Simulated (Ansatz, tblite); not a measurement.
# The cluster Ag₄Se−: one state, many levels

Aim: run the doublet of the cluster Ag₄Se− at one geometry on many levels, and compare frontier levels, spin and run time.

Computed with Ansatz 0.2.0, Gaussian basis. Level: as each input shows.

The runs, in order: GFN1-xTB, GFN2-xTB, PBE-D4/def2-TZVPD, r2SCAN-D4/def2-TZVPD, r2SCANh-D4/def2-TZVPD, B3LYP-D4/def2-TZVPD, revPBE-D4/def2-TZVPD, MP2/def2-TZVPD, RPA/def2-TZVPD.

5 further runs of the same task are left out: 5 set aside as unsound or not needed. Runs told in other sessions of the task aren't counted.

## Step 1: The geometry

The doublet was relaxed beforehand with PBE-D4/def2-SVPD. At that level it is the lowest of the isomers that a small search found.

5 atoms, charge -1, spin multiplicity 2.

Bond lengths: Ag1–Ag3 2.748 Å, Ag1–Se5 2.510 Å, Ag2–Ag3 2.750 Å, Ag2–Ag4 2.716 Å, Ag3–Ag4 2.796 Å, Ag4–Se5 2.505 Å. Angles: Ag3–Ag1–Se5 113.9°, Ag3–Ag2–Ag4 61.5°, Ag1–Ag3–Ag2 121.6°, Ag1–Ag3–Ag4 63.0°, Ag2–Ag3–Ag4 58.6°, Ag2–Ag4–Ag3 59.8°, Ag2–Ag4–Se5 172.3°, Ag3–Ag4–Se5 112.5°, Ag1–Se5–Ag4 70.6°.

Ag takes a core potential in the def2 sets. No spin-orbit coupling is included. The ion is computed in the gas phase, without counter-ions or solvent.

PBE0-D4/def2-TZVPD was run before; its log isn't repeated, and its numbers join the tables.

## Step 2: GFN1-xTB

Tight binding, by tblite at 300 K electronic temperature and without a spin-polarisation term:

```python
tblite.interface.Calculator('GFN1-xTB', numbers, positions, charge=-1, uhf=1).singlepoint()
```

Energy -513.8228 eV; 0.011 s.

## Step 3: GFN2-xTB

Tight binding, by tblite at 300 K electronic temperature and without a spin-polarisation term:

```python
tblite.interface.Calculator('GFN2-xTB', numbers, positions, charge=-1, uhf=1).singlepoint()
```

Energy -520.9976 eV; 0.02 s.

## Step 4: PBE-D4/def2-TZVPD

start.molden holds the orbitals of an earlier run on this state, given as this run's starting guess.

Contents of in.yaml:

```yaml
crystal:
  periodic: [false, false, false]
  atoms:
    - {symbol: Ag, position_ang: [-1.477561, -1.293760, -0.603636]}
    - {symbol: Ag, position_ang: [2.237791, 0.813017, 1.586933]}
    - {symbol: Ag, position_ang: [0.552574, -1.333217, 1.247749]}
    - {symbol: Ag, position_ang: [0.288843, 0.982681, -0.296928]}
    - {symbol: Se, position_ang: [-1.601646, 0.831280, -1.934118]}
basis:
  gaussian: {orbitals: def2-TZVPD, initial_orbitals: start.molden}
total_charge: -1
magnetization: {spin_polarized: true, initial_magnetization: 1}
hamiltonian: {xc: pbe, dispersion: d4}
scf: {omitted_lower_state_checks: [starts]}
output: {forces: true, orbitals: {seedname: orbitals}}
```

Command:

```
$ ansatz run in.yaml --threads 4 --pin off --events-out ev --progress --plain --max-ram 4787MiB
```

After this run come: r2SCAN-D4/def2-TZVPD; r2SCANh-D4/def2-TZVPD; B3LYP-D4/def2-TZVPD; revPBE-D4/def2-TZVPD; MP2/def2-TZVPD; RPA/def2-TZVPD.

**Question.** What will the summary of the whole plan be? Wanted: gap in def2-TZVPD, named functionals, smallest and largest; correlation energy, MP2/def2-TZVPD; ⟨S²⟩ in def2-TZVPD, named functionals, smallest and largest.

**Answer**, as computed:

| quantity | value |
| --- | --- |
| gap in def2-TZVPD, named functionals, smallest and largest | 0.42 eV (PBE-D4), 1.69 eV (PBE0-D4) |
| correlation energy, MP2/def2-TZVPD | -61.34 eV |
| ⟨S²⟩ in def2-TZVPD, named functionals, smallest and largest | 0.753, 0.764 |

What this shows: Over the named functionals in def2-TZVPD the gap runs from 0.42 eV (PBE-D4) to 1.69 eV (PBE0-D4); exact exchange widens it. Over the named functionals in def2-TZVPD spin contamination reaches 0.01 (r2SCANh-D4), which is small.
